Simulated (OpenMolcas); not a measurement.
# SnSiH5O (SMILES [SiH3][O][SnH2]), step by step

We compute a series of 8 runs (UHF/def2-SVPD, CASSCF(3,3)/def2-SVPD, CASPT2(3,3)/def2-SVPD, CASPT2[IPEA 0](3,3)/def2-SVPD, SC-NEVPT2(3,3)/def2-SVPD, PC-NEVPT2(3,3)/def2-SVPD, MC-PDFT[tPBE](3,3)/def2-SVPD, MC-PDFT[ftPBE](3,3)/def2-SVPD) of SnSiH5O. 

The calculation is run with OpenMolcas 26.06.

### 1 Starting point

The species is SnSiH5O (8 atoms), meant as a doublet with charge 0. As SMILES, `[SiH3][O][SnH2]`. The Sn3–H8 distance was set to 2.249 Å, away from the relaxed value.

Bond lengths: Si1–O2 1.631 Å, O2–Sn3 1.970 Å, Si1–H4 1.493 Å, Si1–H5 1.487 Å, Si1–H6 1.489 Å, Sn3–H7 1.723 Å. Angles: Si1–O2–Sn3 136.4°, O2–Si1–H4 111.2°, O2–Si1–H5 109.2°, O2–Si1–H6 111.0°, O2–Sn3–H7 102.4°, H4–Si1–H5 108.7°, H4–Si1–H6 107.9°, H5–Si1–H6 108.8°.

### 2 The energy at UHF/def2-SVPD (RICD fitting, core potential) (run 1)

Input file coord.xyz:

```xyz
8

Si    -0.480150     1.450608    -0.232141
O      0.844650     0.681708     0.327459
Sn     1.214250    -0.956592     1.356659
H     -1.620150     0.503208    -0.410141
H     -0.166850     2.071908    -1.545941
H     -0.915750     2.517808     0.710559
H      2.923150    -1.113592     1.199159
H      0.097400    -2.583700     0.279200
```

Input file step1.inp:

```
&GATEWAY
BasLib=$CurrDir
Coord=coord.xyz
Basis=def2-SVPD
Group=NoSym
RICD
&SEWARD
&SCF
UHF
Spin=2
Scramble=0.25
PrOrbitals=0
```

The basis set def2-SVPD is read from a file made from the Basis Set Exchange's data (not shown).

On the command line:

```console
$ export MOLCAS_MEM=1860
$ pymolcas step1.inp > step1.log
```

Output:

```text
--- Start Module: gateway ---
[...]
--- Stop Module: gateway /rc=_RC_ALL_IS_WELL_ ---
--- Start Module: seward ---
[...]
      Basis functions          119
--- Stop Module: seward /rc=_RC_ALL_IS_WELL_ ---
[...]
--- Start Module: scf ---
[...]
       Convergence after  19 Iterations
[...]
::    Total SCF energy                               -579.8850474097
[...]
      Total spin, S                                     0.5546143097
[...]
      Total electronic charge=   49.000000
      Total            charge=   -0.000000
[...]
      Dipole Moment (debye):
      Origin of the operator (angstrom)=    0.8643   -0.3659    0.9570
                   X=  5.7794E-01               Y= -9.5171E-01               Z=  1.6599E+00           Total=  1.9988E+00
      Quadrupole Moment (debye*angstrom):
[...]
--- Stop Module: scf /rc=_RC_ALL_IS_WELL_ ---
[...]
```

Wall time 14 s (1 thread of Intel Xeon Platinum 8259CL at 2.50GHz (Skylake/Cascade Lake), shared host); peak memory 0.089 GiB.

### 3 A single-point energy at CASSCF(3,3)/def2-SVPD (RICD fitting, core potential) (run 2)

coord.xyz is that of step 2.

Input file step2.inp:

```
&gateway
 baslib=$CurrDir
 coord=coord.xyz
 basis=def2-SVPD
 group=NoSym
 ricd

&seward

&rasscf
 fileorb=$CurrDir/step1.UnaOrb
 spin=2
 nactel=3 0 0
 inactive=23
 ras2=3
 orblisting=Nothing
```

The basis set def2-SVPD is read from a file made from the Basis Set Exchange's data (not shown).

On the command line:

```console
$ export MOLCAS_MEM=1860
$ pymolcas step2.inp > step2.log
```

Output:

```text
--- Start Module: gateway ---
[...]
--- Stop Module: gateway /rc=_RC_ALL_IS_WELL_ ---
--- Start Module: seward ---
[...]
      Basis functions          119
--- Stop Module: seward /rc=_RC_ALL_IS_WELL_ ---
[...]
--- Start Module: rasscf ---
[...]
      Number of active orbitals                  3
[...]
      Spin quantum number                      0.5
[...]
      Active orbitals                            3
[...]
      Number of CSFs                             8
[...]
      Number of root(s) required                 1
[...]
      Convergence after 10 iterations
[...]
      printout of CI-coefficients larger than  0.05 for root  1
      energy=    -579.905307
      conf/sym  111     Coeff  Weight
             1  2u0   0.97608 0.95273
             4  udu  -0.09534 0.00909
             5  02u   0.09187 0.00844
             6  uud  -0.05460 0.00298
             7  u02  -0.06891 0.00475
             8  0u2   0.14557 0.02119
      Natural orbitals and occupation numbers for root  1
      sym 1:   1.923515   1.003681   0.072804
      ************************************************************************************************************************
      *                                                    Final results                                                     *
[...]
::    RASSCF root number  1 Total energy:   -579.90530679
[...]
      Total electronic charge=   49.000000
      Total            charge=   -0.000000
[...]
      Dipole Moment (debye):
      Origin of the operator (angstrom)=    0.8643   -0.3659    0.9570
                   X=  5.1637E-01               Y= -1.0580E+00               Z=  1.6491E+00           Total=  2.0262E+00
      Quadrupole Moment (debye*angstrom):
[...]
--- Stop Module: rasscf /rc=_RC_ALL_IS_WELL_ ---
[...]
```

Run time: 11 s. Hardware: 1 thread of Intel Xeon Platinum 8259CL at 2.50GHz (Skylake/Cascade Lake), shared host; peak memory 0.093 GiB.

Run 3 isn't shown in full; the table further down has it.

### 4 The energy at CASPT2[IPEA 0](3,3)/def2-SVPD (RICD fitting, core potential) (run 4)

coord.xyz is that of step 3.

Input file step4.inp:

```
* H5OSiSn CASPT2
&GATEWAY
BasLib=$CurrDir
Coord=coord.xyz
Basis=def2-SVPD
Group=NoSym
RICD
&SEWARD
&RASSCF
FileOrb=$CurrDir/step2.RasOrb
Spin=2
Nactel=3 0 0
Inactive=23
Ras2=3
OrbListing=Nothing
&CASPT2
IPEA=0
Imaginary=0.1
Frozen=10
```

The basis set def2-SVPD is read from a file made from the Basis Set Exchange's data (not shown).

On the command line:

```console
$ export MOLCAS_MEM=1860
$ pymolcas step4.inp > step4.log
```

Output:

```text
--- Start Module: gateway ---
[...]
--- Stop Module: gateway /rc=_RC_ALL_IS_WELL_ ---
[...]
      Basis functions          119
[...]
--- Start Module: rasscf ---
[...]
      Number of active orbitals                  3
[...]
      Spin quantum number                      0.5
[...]
      Active orbitals                            3
[...]
      Number of CSFs                             8
[...]
      Number of root(s) required                 1
[...]
      Convergence after  4 iterations
[...]
      printout of CI-coefficients larger than  0.05 for root  1
      energy=    -579.905307
      conf/sym  111     Coeff  Weight
             1  2u0   0.97608 0.95273
             4  udu  -0.09533 0.00909
             5  02u   0.09186 0.00844
             6  uud  -0.05460 0.00298
             7  u02  -0.06890 0.00475
             8  0u2   0.14557 0.02119
      Natural orbitals and occupation numbers for root  1
      sym 1:   1.923516   1.003681   0.072803
      ************************************************************************************************************************
      *                                                    Final results                                                     *
[...]
::    RASSCF root number  1 Total energy:   -579.90530679
[...]
      Total electronic charge=   49.000000
      Total            charge=   -0.000000
[...]
      Dipole Moment (debye):
      Origin of the operator (angstrom)=    0.8643   -0.3659    0.9570
                   X=  5.1637E-01               Y= -1.0580E+00               Z=  1.6491E+00           Total=  2.0262E+00
      Quadrupole Moment (debye*angstrom):
[...]
--- Stop Module: rasscf /rc=_RC_ALL_IS_WELL_ ---
[...]
--- Start Module: caspt2 ---
[...]
 ###    WARNING: User changed nr of frozen orbitals.                         ###
 ###############################################################################
[...]
      E2 (Variational):          -0.4021626007
      Total energy:            -580.3074693938
[...]
      Reference weight:           0.87093
[...]
::    CASPT2 Root  1     Total energy:   -580.30746939
[...]
--- Stop Module: caspt2 /rc=_RC_ALL_IS_WELL_ ---
[...]
```

Wall time 12 s (1 thread of Intel Xeon Platinum 8259CL at 2.50GHz (Skylake/Cascade Lake), shared host); peak memory 0.12 GiB.

Runs 5 to 7 aren't shown in full; the table further down has their settings and results.

### 5 The energy at MC-PDFT[ftPBE](3,3)/def2-SVPD (RICD fitting, core potential) (run 8)

coord.xyz is that of step 4.

Input file step8.input:

```
&GATEWAY
  BASLIB=$CurrDir
  COORD=coord.xyz
  BASIS=def2-SVPD
  GROUP=NoSym
  RICD

&SEWARD

&RASSCF
  FILEORB=$CurrDir/step2.RasOrb
  SPIN=2
  NACTEL=3 0 0
  INACTIVE=23
  RAS2=3
  ORBLISTING=Nothing

&MCPDFT
  KSDFT=FT:PBE
```

The basis set def2-SVPD is read from a file made from the Basis Set Exchange's data (not shown).

On the command line:

```console
$ export MOLCAS_MEM=1860
$ pymolcas step8.input > step8.log
```

Output:

```text
--- Start Module: gateway ---
[...]
--- Stop Module: gateway /rc=_RC_ALL_IS_WELL_ ---
[...]
      Basis functions          119
[...]
--- Start Module: rasscf ---
[...]
      Number of active orbitals                  3
[...]
      Spin quantum number                      0.5
[...]
      Active orbitals                            3
[...]
      Number of CSFs                             8
[...]
      Number of root(s) required                 1
[...]
      Convergence after  4 iterations
[...]
      printout of CI-coefficients larger than  0.05 for root  1
      energy=    -579.905307
      conf/sym  111     Coeff  Weight
             1  2u0   0.97608 0.95273
             4  udu  -0.09533 0.00909
             5  02u   0.09186 0.00844
             6  uud  -0.05460 0.00298
             7  u02  -0.06890 0.00475
             8  0u2   0.14557 0.02119
      Natural orbitals and occupation numbers for root  1
      sym 1:   1.923516   1.003681   0.072803
      ************************************************************************************************************************
      *                                                    Final results                                                     *
[...]
::    RASSCF root number  1 Total energy:   -579.90530679
[...]
      Total electronic charge=   49.000000
      Total            charge=   -0.000000
[...]
      Dipole Moment (debye):
      Origin of the operator (angstrom)=    0.8643   -0.3659    0.9570
                   X=  5.1637E-01               Y= -1.0580E+00               Z=  1.6491E+00           Total=  2.0262E+00
      Quadrupole Moment (debye*angstrom):
[...]
--- Stop Module: rasscf /rc=_RC_ALL_IS_WELL_ ---
[...]
--- Start Module: mcpdft ---
[...]
 ###    WARNING: Deprecation warning: KSDF should be replaced                ###
 ###    with FUNC keyword                                                    ###
 ###############################################################################
[...]
::    MCPDFT root number  1 Total energy:   -581.69682206
--- Stop Module: mcpdft /rc=_RC_ALL_IS_WELL_ ---
[...]
```

Run time: 9.9 s. Hardware: 1 thread of Intel Xeon Platinum 8259CL at 2.50GHz (Skylake/Cascade Lake), shared host; peak memory 0.094 GiB.

### 6 All runs side by side

```
run                                                         level  scramble           active rule  energy (Eh)  dipole moment (D) of the reference  wall time
  1                  UHF/def2-SVPD (RICD fitting, core potential)      0.25                     –  -579.885047                                2.00       14 s
  2          CASSCF(3,3)/def2-SVPD (RICD fitting, core potential)         –  uhf natural orbitals  -579.905307                                2.03       11 s
  3          CASPT2(3,3)/def2-SVPD (RICD fitting, core potential)         –  uhf natural orbitals  -580.304042                                2.03       12 s
  4  CASPT2[IPEA 0](3,3)/def2-SVPD (RICD fitting, core potential)         –  uhf natural orbitals  -580.307469                                2.03       12 s
  5       SC-NEVPT2(3,3)/def2-SVPD (RICD fitting, core potential)         –  uhf natural orbitals  -580.300932                                2.03      9.9 s
  6       PC-NEVPT2(3,3)/def2-SVPD (RICD fitting, core potential)         –  uhf natural orbitals  -580.301153                                2.03       10 s
  7   MC-PDFT[tPBE](3,3)/def2-SVPD (RICD fitting, core potential)         –  uhf natural orbitals  -581.544650                                2.03      9.9 s
  8  MC-PDFT[ftPBE](3,3)/def2-SVPD (RICD fitting, core potential)         –  uhf natural orbitals  -581.696822                                2.03      9.9 s
```

### 7 What came out

```
                                                            quantity          value
                  run 8, MC-PDFT[ftPBE](3,3)/def2-SVPD: total energy  -581.69682 Eh
run 8, MC-PDFT[ftPBE](3,3)/def2-SVPD: dipole moment (CASSCF density)         2.03 D
```

In words: Below the UHF energy at the same shape and in the same basis (def2-SVPD): CASSCF(3,3) -20.3 mEh; CASPT2(3,3) -419.0 mEh; CASPT2[IPEA 0](3,3) -422.4 mEh; SC-NEVPT2(3,3) -415.9 mEh; PC-NEVPT2(3,3) -416.1 mEh. Active-space methods hold only the correlation inside their space unless a perturbation or CI step follows. Spin contamination of the reference: run 1 ⟨S²⟩ = 0.86. All runs together took 89 s, the longest 14 s.
